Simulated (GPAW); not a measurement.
The system is LiBi2I2O2.

```xyz
7
Lattice="4.2328 0.0000 0.0000 0.0000 4.2328 0.0000 0.0000 0.0000 9.9999" Properties=species:S:1:pos:R:3 pbc="T T T"
Bi    0.0000    2.1164    1.0818
Bi    2.1164    0.0000    8.9182
I     2.1164    0.0000    3.2250
I     0.0000    2.1164    6.7750
O     0.0000    0.0000    0.0000
O     2.1164    2.1164    0.0000
Li    0.0000    0.0000    5.0000
```

The cell comes from a database or a generator and needn't be the stable form of this composition.

Base run:

* Program: GPAW 26.7.0
* Functional: PBE
* Potentials or basis: GPAW PAW data sets (gpaw-data 1.2.1)
* Cutoff: 800 eV
* Basis: pw
* k mesh: 6 × 6 × 3
* Occupations: gaussian, width 0.05 eV
* Spin: no spin polarisation

Its results: pressure 0.1 GPa; largest force 0.026 eV/Å.

Task: The run is repeated on the same cell with these changes: functional from PBE to RPBE; potentials or basis from GPAW PAW data sets (gpaw-data 1.2.1) to the program's PAW data sets (release 1.2.1) made for this functional. What comes out?

Result: Pressure 1.9 GPa; largest force 0.150 eV/Å.

Caveats: an odd number of electrons without spin polarisation forces a metal; a magnetic or distorted state may lie lower.

Not every run made on this cell is shown here.
